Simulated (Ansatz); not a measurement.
Crystal: Fe4Si.

```
Fe Si
1.0
     0.00000    2.02761    9.46634
     1.52190    0.00000    9.46634
     1.52190    2.02761    0.00000
Fe Si
4 1
Direct
  0.59407 0.59407 0.40593
  0.19797 0.19797 0.80203
  0.80203 0.80203 0.19797
  0.40593 0.40593 0.59407
  0.00000 0.00000 0.00000
```

The cell comes from a database or a generator and needn't be the stable form of this composition.

| Item | Value |
| --- | --- |
| Program | Ansatz 0.2.0 |
| Task | single point |
| Functional | PBEsol |
| Potentials or basis | Ansatz PAW |
| Cutoff | 420 eV (not typed: the program's choice for these potentials) |
| k mesh | 11 × 11 × 11 |
| Occupations | fermi-dirac, width 0.05 eV |
| Spin | collinear spin, ferromagnetic start |
| Starting moments | [3.0, 3.0, 3.0, 3.0, 0.0] μB |

On this cell: pressure -9.2 GPa; largest force 0.059 eV/Å; net moment 8.81 μB per cell; site moments Fe +1.91, +2.57; Si -0.06 μB; band gap on the k mesh none (metal or under the smearing width).

The same run follows on a disturbed copy (atoms moved at random, drawn with an rms of 0.05 Å):

```
CELL_PARAMETERS angstrom
0.00000 2.02761 9.46634
1.52190 0.00000 9.46634
1.52190 2.02761 0.00000
ATOMIC_POSITIONS crystal
Fe 0.59302 0.60010 0.41259
Fe 0.17417 0.22114 0.81144
Fe 0.81233 0.79291 0.18977
Fe 0.42089 0.39124 0.58633
Si 0.99414 0.01025 0.99850
```

What changes?

The energy (extrapolated to zero smearing) moves by +4.8 meV/atom; pressure -9.1 GPa; largest force 0.452 eV/Å; net moment 8.81 μB per cell; site moments Fe +1.90, +2.54, +2.57, +1.95; Si -0.06 μB; band gap on the k mesh none (metal or under the smearing width).

Forces in eV/Å, atoms in the order of the input:
```
Fe   0.041 -0.065 -0.258
Fe  -0.224  0.124  0.373
Fe   0.147 -0.034 -0.115
Fe   0.171 -0.008  0.181
Si  -0.136 -0.016 -0.181
```

Stress tensor (GPa, compression positive):
```
-9.07  0.03 -0.36
 0.03 -9.37  0.08
-0.36  0.08 -8.98
```

Caveats: the PAW data sets come from PBE, with cores solved anew for the run's functional, which leaves a small shift of forces and pressure.
